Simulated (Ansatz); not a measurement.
# TiSi2: the cost of one run

Method: DFT r2SCAN, scalar-relativistic, plane waves, PAW, in Ansatz 0.2.0.

1 further run of the same task is left out (set aside as unsound or not needed).

## (1) Starting point

The structure is orthorhombic, space group Cmcm (No. 63). The conventional cell has a = 3.528 Å, b = 13.511 Å, c = 3.565 Å, α = 90.00°, β = 90.00°, γ = 90.00°. Around Ti (site symmetry m2m) lie 10 Si at 2.58 to 2.81 Å. Si (site symmetry m2m) is surrounded by 2 Si at 2.38 Å and 6 Ti at 2.58 to 2.81 Å. Around Si (site symmetry m2m) lie 4 Si at 2.51 Å and 4 Ti at 2.66 Å.

Structure file:

```xyz
6
Lattice="1.7642 -6.7554 0.0000 1.7642 6.7554 0.0000 0.0000 0.0000 3.5646" Properties=species:S:1:pos:R:3 pbc="T T T"
Ti    1.7642   -5.3615    2.6734
Ti    1.7642    5.3615    0.8911
Si    1.7642   -0.7878    2.6734
Si    1.7642    0.7878    0.8911
Si    1.7642    3.3803    2.6734
Si    1.7642   -3.3803    0.8911
```

It goes back to an entry of the Materials Project, which need not be the stable form.

This cell was relaxed beforehand with the same method: volume 14.16 Å³/atom, gap on the mesh none (metal).

## (2) Relaxing at -1 GPa

The input, input.yaml:

```yaml
crystal:
  lattice:
    - [1.7700339788, -6.7777529027, 0.0]
    - [1.7700339788, 6.7777529027, 0.0]
    - [0.0, 0.0, 3.5763348322]
  atoms:
    - { symbol: Ti, position: [0.8968274841, 0.1031725159, 0.75] }
    - { symbol: Ti, position: [0.1031725159, 0.8968274841, 0.25] }
    - { symbol: Si, position: [0.5583048681, 0.4416951319, 0.75] }
    - { symbol: Si, position: [0.4416951319, 0.5583048681, 0.25] }
    - { symbol: Si, position: [0.249811484, 0.750188516, 0.75] }
    - { symbol: Si, position: [0.750188516, 0.249811484, 0.25] }
basis:
  ecutwfc: 500
kpoints:
  mp_grid: { grid: [10, 10, 10] }
hamiltonian:
  xc: r2scan
scf:
  occupations: { method: gaussian, width: 0.1 }
output:
  forces: true
  stress: true
  eigenvalues: true
  write_density: true
  write_potential: true
  elf: true
  volumetric_format: npy
relax:
  adjacent_minimum: "off"
  f_tol: 0.008
  max_steps: 50
  cell: { stress_tol: 0.08, p_target: -1.0 }
```

Launch:

```sh
$ ansatz run input.yaml --threads 1 --pin off --max-ram 2560MiB --backend cpu --events-out ev --progress --plain --runs-dir out
```

What time and memory should one allow on 1 thread of Intel Xeon Platinum 8488C (Sapphire Rapids), shared host?

About 3.4 min, with a peak of 1.1 GiB.
